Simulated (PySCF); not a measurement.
# H7NOSeSi2: the cost of one run

The runs use PySCF 2.14.0, with density-fitted response routines of our own; the level of theory stands in each step. All values are computed, except where a source is named. Atoms count from 0, in the outputs and in this text.

## 1. The molecule as given

12 atoms, charge 0, multiplicity 1; geometry from: GFN2-xTB. The atoms were then displaced at random by about 0.01 Å, so the start is not that level's minimum.

Bonds of the start (Å): N0–Si1 1.71, Si1–O2 1.62, Si1–Se3 2.34, Se3–Si4 2.25, N0–H5 1.03, N0–H6 1.00, Si1–H7 1.46, O2–H8 0.94, Si4–H9 1.46, Si4–H10 1.44, Si4–H11 1.47.

## 2. Optimising the geometry at PBE0-D3(BJ)/def2-SVP

What the job is given:

```
{"job": {"xc": "PBE0", "basis": "def2-SVP", "d3": "d3bj", "grid": 1, "shake": 0.01, "kind": "geom"}, "charge": 0, "multiplicity": 1}
N     -2.111960    -0.833070     1.142360
Si    -1.026610     0.058980     0.163550
O     -1.078530    -0.464420    -1.372000
Se     1.025370    -0.384740     1.192790
Si     2.397490     0.619530    -0.275860
H     -3.119440    -0.745780     0.927040
H     -1.970910    -0.836260     2.133690
H     -1.139190     1.502820    -0.042050
H     -0.968090    -1.385920    -1.542030
H      2.059750     2.041610    -0.325660
H      2.242810     0.000750    -1.567750
H      3.729010     0.398210     0.301750
```

On the command line:

```
> OMP_NUM_THREADS=1 python probes_run.py task.json out
```

This one command runs all jobs of the session in turn.

**Question.** How long does this first job take on 1 thread of Arm Neoverse V1, shared host, and how much memory does it need?

About 2.6 min, with a peak of 0.55 GiB.
